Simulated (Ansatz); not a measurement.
# CHBFNO: basis-set convergence

One table from this session's results is given with a row withheld; the runs are named, their logs left out.

Method: one geometry, several basis sets; program: Ansatz 0.2.0, Gaussian basis.

Levels to be run: PBE0-D4/def2-SVP; ωB97M-V/def2-SVP; PBE0-D4/def2-QZVPP; ωB97M-V/def2-QZVPP; CCSD(T)/cc-pV(D+d)Z; CCSD(T)/cc-pV(T+d)Z; CCSD(T)/cc-pV(Q+d)Z; the functionals' def2-TZVPP values are taken from earlier runs.

## The relaxed structure

The geometry comes from an earlier relaxation with PBE0-D4 in a triple-zeta def2 set; it is a stationary point.

SMILES `O=C=NBF`, 6 atoms, charge 0, spin multiplicity 1.

Atoms are counted from 1 here; the program's logs count them from 0.

Bond lengths: O1–C2 1.158 Å, C2–N3 1.203 Å, N3–B4 1.416 Å, B4–F5 1.318 Å, B4–H6 1.193 Å. Angles: O1–C2–N3 175.6°, C2–N3–B4 144.6°, N3–B4–F5 118.1°, N3–B4–H6 122.6°, F5–B4–H6 119.2°.

The first run:

Contents of in.yaml:

```yaml
crystal:
  periodic: [false, false, false]
  atoms:
    - {symbol: O, position_ang: [0.762894, -2.231944, 1.101509]}
    - {symbol: C, position_ang: [0.520301, -1.291855, 0.470100]}
    - {symbol: N, position_ang: [0.321438, -0.351507, -0.253230]}
    - {symbol: B, position_ang: [-0.342743, 0.893888, -0.371466]}
    - {symbol: F, position_ang: [-0.199121, 1.570844, -1.493016]}
    - {symbol: H, position_ang: [-1.020768, 1.346574, 0.500003]}
basis:
  gaussian: {orbitals: def2-SVP}
hamiltonian: {xc: pbe0, dispersion: d4}
output: {orbitals: {seedname: orbitals}}
```

Run with:

```console
$ ansatz run in.yaml --threads 2 --pin off --events-out ev --progress --plain --max-ram 22528MiB --backend cpu
```

Steps of the session up to this table: PBE0-D4 in def2-SVP; ωB97M-V in def2-SVP; PBE0-D4 in def2-QZVPP; ωB97M-V in def2-QZVPP.

One of the session's tables, all rows but one given; the rest of the session is left out.

```
functional       basis  HOMO (eV)
   PBE0-D4    def2-SVP          ?
   PBE0-D4  def2-TZVPP      -9.26
   PBE0-D4  def2-QZVPP      -9.29
   ωB97M-V    def2-SVP     -11.36
   ωB97M-V  def2-TZVPP     -11.51
   ωB97M-V  def2-QZVPP     -11.54
```

**Question.** Estimate the row for PBE0-D4, def2-SVP.

The run gave: HOMO (eV): -9.15. In the column «HOMO (eV)» it is the highest.
